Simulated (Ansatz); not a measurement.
# MoPt3: the cost of one run

Method: DFT, r2SCAN, PAW with Ansatz's default frozen-core files, scalar-relativistic, in Ansatz 0.2.0.

### 1 The system as given

The structure is cubic, space group Pm-3m (No. 221). Conventional cell: a = 3.980 Å, b = 3.980 Å, c = 3.980 Å, α = 90.00°, β = 90.00°, γ = 90.00°. Mo (site symmetry m-3m) has 12 Pt at 2.81 Å as nearest neighbours. Pt (site symmetry 4/mmm) has 4 Mo at 2.81 Å and 8 Pt at 2.81 Å as nearest neighbours.

Coordinates:

```
CELL_PARAMETERS angstrom
3.97952 0.00000 0.00000
0.00000 3.97952 0.00000
0.00000 0.00000 3.97952
ATOMIC_POSITIONS crystal
Mo 0.00000 0.00000 0.00000
Pt 0.50000 0.50000 0.00000
Pt 0.50000 0.00000 0.50000
Pt 0.00000 0.50000 0.50000
```

Atoms are numbered in the order of the input: Mo1, Pt2, Pt3, Pt4.

### 2 Free moments from the typed start, PAW

The input, input.yaml:

```yaml
crystal:
  lattice:
    - [3.979521, 0.0, 0.0]
    - [0.0, 3.979521, 0.0]
    - [0.0, 0.0, 3.979521]
  atoms:
    - { symbol: Mo, position: [0.0, 0.0, 0.0], spin: 1.5 }
    - { symbol: Pt, position: [0.5, 0.5, 0.0] }
    - { symbol: Pt, position: [0.5, 0.0, 0.5] }
    - { symbol: Pt, position: [0.0, 0.5, 0.5] }
magnetization:
  spin_polarized: true
kpoints:
  mp_grid: { grid: [9, 9, 9] }
scf:
  occupations: { method: fermi_dirac, width: 0.05 }
  lower_state_search: "off"
hamiltonian:
  xc: r2scan
  pseudopotentials: { kind: paw }
output:
  forces: true
  stress: true
  eigenvalues: true
  populations: true
  dos: { projected: true, de: 0.1, e_range: [-8, 5] }
  write_density: true
  write_potential: true
  elf: true
  volumetric_format: npy
```

On the command line:

```
ansatz run input.yaml --threads 2 --pin off --max-ram 6144MiB --backend cpu --events-out ev --progress --plain --runs-dir out
```

Q: Estimate wall time and peak memory on 2 threads of Intel Xeon Platinum 8259CL at 2.50GHz (Skylake/Cascade Lake), shared host.

About 17 s, with a peak of 0.61 GiB.
